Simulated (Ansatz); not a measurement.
**CH7ClOSi2: up Jacob's ladder to CCSD(T)**

Aim: compute CH7ClOSi2 with functionals from several rungs and with coupled cluster, and see how far each lands from CCSD(T) at the basis-set limit for the atomisation energy.

The runs use Ansatz 0.2.0, Gaussian basis; functionals in def2-TZVPP, the program's frozen cores in correlated methods.

The runs, in order: LDA (SPW92), PBE-D4, revPBE-D4, BLYP-D4, r2SCAN-D4, B97M-V, PBE0-D4, B3LYP-D4, r2SCANh-D4, r2SCAN0-D4, HSE06-D4, BHLYP-D4, CAM-B3LYP-D4, LC-ωPBE, ωB97X-V, ωB97M-V, B2PLYP, PBE-QIDH; CCSD(T)/def2-SVP; CCSD(T)/def2-TZVPP; MP2/def2-QZVPP; extrapolation to the limit; RPA on PBE.

### 1 The relaxed structure

An earlier PBE0-D4 in a triple-zeta def2 set relaxation fixed the geometry.

SMILES `C[SiH2][SiH](O)Cl`, 12 atoms, charge 0, spin multiplicity 1.

Atoms are counted from 1 here; the program's logs count them from 0.

Bond lengths: C1–Si2 1.873 Å, C1–H6 1.092 Å, C1–H7 1.092 Å, C1–H8 1.092 Å, Si2–Si3 2.336 Å, Si2–H9 1.490 Å, Si2–H10 1.490 Å, Si3–O4 1.642 Å, Si3–Cl5 2.074 Å, Si3–H11 1.487 Å, O4–H12 0.959 Å. Angles: Si2–C1–H6 110.8°, Si2–C1–H7 110.4°, Si2–C1–H8 110.4°, H6–C1–H7 108.4°, H6–C1–H8 108.5°, H7–C1–H8 108.2°, C1–Si2–Si3 109.8°, C1–Si2–H9 111.3°, C1–Si2–H10 111.3°, Si3–Si2–H9 108.9°, Si3–Si2–H10 107.4°, H9–Si2–H10 107.9°, Si2–Si3–O4 107.3°, Si2–Si3–Cl5 108.2°, Si2–Si3–H11 116.2°, O4–Si3–Cl5 109.9°, O4–Si3–H11 110.8°, Cl5–Si3–H11 104.4° and more.

### 2 LDA

This LDA is Slater exchange with PW92 correlation.

in.yaml reads:

```yaml
crystal:
  periodic: [false, false, false]
  atoms:
    - {symbol: C, position_ang: [-1.520926, -0.736321, -0.868351]}
    - {symbol: Si, position_ang: [-0.183091, -1.056376, 0.402119]}
    - {symbol: Si, position_ang: [1.108103, 0.868116, 0.695924]}
    - {symbol: O, position_ang: [1.780083, 1.233346, -0.757578]}
    - {symbol: Cl, position_ang: [-0.149347, 2.404416, 1.297576]}
    - {symbol: H, position_ang: [-2.148997, -1.619672, -1.001673]}
    - {symbol: H, position_ang: [-2.155339, 0.094117, -0.551811]}
    - {symbol: H, position_ang: [-1.077177, -0.478721, -1.832090]}
    - {symbol: H, position_ang: [0.706522, -2.175565, -0.017350]}
    - {symbol: H, position_ang: [-0.766936, -1.406175, 1.727082]}
    - {symbol: H, position_ang: [2.148646, 0.804417, 1.756680]}
    - {symbol: H, position_ang: [2.335558, 2.013216, -0.816629]}
basis:
  gaussian: {orbitals: def2-TZVPP}
hamiltonian: {xc: lda}
output: {orbitals: {seedname: orbitals}}
```

Run with:

```bash
$ ansatz run in.yaml --threads 4 --pin off --events-out ev --progress --plain --max-ram 10444MiB
```

Further steps of the session: PBE-D4 (GGA); revPBE-D4 (GGA); BLYP-D4 (GGA); r2SCAN-D4 (meta-GGA); B97M-V (meta-GGA); B3LYP-D4 (hybrid); r2SCANh-D4 (hybrid); r2SCAN0-D4 (hybrid); HSE06-D4 (hybrid); BHLYP-D4 (hybrid); CAM-B3LYP-D4 (range-separated); LC-ωPBE (range-separated); ωB97X-V (range-separated); ωB97M-V (range-separated); B2PLYP (double hybrid); PBE-QIDH (double hybrid); CCSD(T) in def2-SVP; CCSD(T) in def2-TZVPP; MP2 in def2-QZVPP; RPA on PBE orbitals.

**Question.** What will the summary of the whole plan be? Wanted: atomisation energy, CCSD(T)/CBS; farthest beyond LDA; mean size of error, GGA; mean size of error, meta-GGA; mean size of error, hybrid; mean size of error, range-separated; mean size of error, double hybrid; gap, smallest and largest; T1 diagnostic.

The runs gave:

```
                               quantity                                                      value
        atomisation energy, CCSD(T)/CBS                                              4175.2 kJ/mol
 functionals within 20.9 kJ/mol (0.5 %)  PBE-D4, r2SCAN-D4, B97M-V, CAM-B3LYP-D4, ωB97X-V, ωB97M-V
                    farthest beyond LDA                                   BHLYP-D4 (-105.4 kJ/mol)
                mean size of error, GGA                                                46.4 kJ/mol
           mean size of error, meta-GGA                                                 5.8 kJ/mol
             mean size of error, hybrid                                                46.0 kJ/mol
    mean size of error, range-separated                                                18.0 kJ/mol
      mean size of error, double hybrid                                                60.1 kJ/mol
              gap, smallest and largest                  5.42 eV (LDA (SPW92)), 12.36 eV (LC-ωPBE)
                          T1 diagnostic                                                     0.0110
triples share of the correlation energy                                                      3.7 %
```

In words: The LDA atomisation energy is off by 496.3 kJ/mol (12 %): it overbinds. PBE-D4 misses by +3.6 kJ/mol. Double hybrids carry the basis error of their MP2 part in triple zeta, and no dispersion term here, so their miss is partly the set-up's. The rungs meta-GGA, range-separated miss on average by less than the doubt on the reference (20.9 kJ/mol), so they tie. Misses under about 20.9 kJ/mol are within the doubt on the reference itself, which lacks core-valence correlation, relativity and higher excitations. Hartree-Fock recovers 75 % of the binding; the rest is correlation. CCSD(T) in def2-SVP is off by -303.8 kJ/mol, worse than the median functional, from the basis alone. Orbital gaps span 5.4 to 12.4 eV; exact exchange widens them.
